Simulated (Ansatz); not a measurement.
A nudged elastic band was laid between two geometries of a periodic cell of 17 atoms, LiSi16 (host Si, host structure Fd-3m, interstitial Li), cell charge +1.

Level of theory: DFT PBEsol, scalar-relativistic, plane waves, PAW in Ansatz. Settings: cutoff 420 eV, k mesh 2x2x2, gaussian smearing 0.05 eV, no spin polarisation.

```
movable images  : 7
climbing image  : yes
spring          : 10.0 eV/Å²
optimiser       : quadratic models (default)
start path      : straight line
force threshold : 0.05 eV/Å
iteration limit : 19
end points      : relaxed
```

Initial state:

```xyz
17
Lattice="0.0000 5.4271 5.4271 5.4271 0.0000 5.4271 5.4271 5.4271 0.0000" Properties=species:S:1:pos:R:3
Si 4.094 4.095 4.046
Si 2.713 2.714 2.694
Si 6.760 6.761 4.047
Si 5.425 5.431 2.717
Si 6.775 4.079 6.793
Si 5.447 2.714 5.427
Si 9.521 6.760 6.809
Si 8.141 5.408 5.428
Si 4.079 6.776 6.794
Si 2.713 5.450 5.428
Si 6.756 9.526 6.812
Si 5.405 8.142 5.429
Si 6.773 6.775 9.489
Si 5.427 5.427 8.140
Si 9.506 9.508 9.489
Si 8.140 8.142 8.163
Li 2.707 2.724 5.437
```

Final state:

Only the atoms that move by more than 0.05 Å are listed.
```
Si11 6.787 9.500 6.783
Li17 4.075 1.360 4.070
```

(1) Which bonds break or form, and what moves?

(2) Give the energies along the band, and the barrier.

(3) What is the geometry of the highest image?

## Answers

(1) Contacts lost: Si10–Li17, Si11–Li17, Si12–Li17, Si16–Li17. Contacts made: Si9–Li17, Si13–Li17, Si14–Li17, Si15–Li17. The atom that moves furthest is Li17, by 2.37 Å.

(2) The run converged. The highest image is number 4 of 0 to 8, 0.59 eV above the ends, which have the same energy within 2 meV. The order of the stationary point at the top wasn't checked. Limits of this set-up: charged cell in a uniform background, uncorrected.

```json
{"image": "0", "path coordinate (Å)": "0.00", "energy (eV)": "0.00", "Si10–Li17 (Å)": "2.73", "Si11–Li17 (Å)": "2.38", "Si12–Li17 (Å)": "2.73"}
{"image": "1", "path coordinate (Å)": "0.33", "energy (eV)": "0.05", "Si10–Li17 (Å)": "2.85", "Si11–Li17 (Å)": "2.47", "Si12–Li17 (Å)": "2.85"}
{"image": "2", "path coordinate (Å)": "0.66", "energy (eV)": "0.23", "Si10–Li17 (Å)": "3.04", "Si11–Li17 (Å)": "2.70", "Si12–Li17 (Å)": "3.04"}
{"image": "3", "path coordinate (Å)": "0.99", "energy (eV)": "0.47", "Si10–Li17 (Å)": "3.27", "Si11–Li17 (Å)": "3.02", "Si12–Li17 (Å)": "3.27"}
{"image": "4", "path coordinate (Å)": "1.32", "energy (eV)": "0.59", "Si10–Li17 (Å)": "3.52", "Si11–Li17 (Å)": "3.34", "Si12–Li17 (Å)": "3.52"}
{"image": "5", "path coordinate (Å)": "1.65", "energy (eV)": "0.47", "Si10–Li17 (Å)": "3.78", "Si11–Li17 (Å)": "3.68", "Si12–Li17 (Å)": "3.78"}
{"image": "6", "path coordinate (Å)": "1.98", "energy (eV)": "0.24", "Si10–Li17 (Å)": "4.05", "Si11–Li17 (Å)": "4.03", "Si12–Li17 (Å)": "4.05"}
{"image": "7", "path coordinate (Å)": "2.31", "energy (eV)": "0.05", "Si10–Li17 (Å)": "4.31", "Si11–Li17 (Å)": "4.39", "Si12–Li17 (Å)": "4.31"}
{"image": "8", "path coordinate (Å)": "2.64", "energy (eV)": "0.00", "Si10–Li17 (Å)": "4.50", "Si11–Li17 (Å)": "4.70", "Si12–Li17 (Å)": "4.50"}
```

(3) 
```xyz
17
Lattice="0.0000 5.4271 5.4271 5.4271 0.0000 5.4271 5.4271 5.4271 0.0000" Properties=species:S:1:pos:R:3
Si 4.133 4.139 4.010
Si 2.654 2.777 2.647
Si 6.719 6.725 4.010
Si 5.544 5.314 2.599
Si 6.670 4.189 6.900
Si 5.495 2.777 5.489
Si 9.560 6.725 6.851
Si 8.081 5.363 5.489
Si 4.034 6.824 6.775
Si 2.753 5.438 5.390
Si 6.889 9.396 6.680
Si 5.420 8.105 5.390
Si 6.795 6.824 9.536
Si 5.324 5.534 8.246
Si 9.461 9.491 9.536
Si 8.180 8.105 8.150
Li 3.394 2.038 4.749
```

The run took 2.7 min on 1 thread of Arm Neoverse V2, with other jobs on the host, peak memory 0.9 GiB.
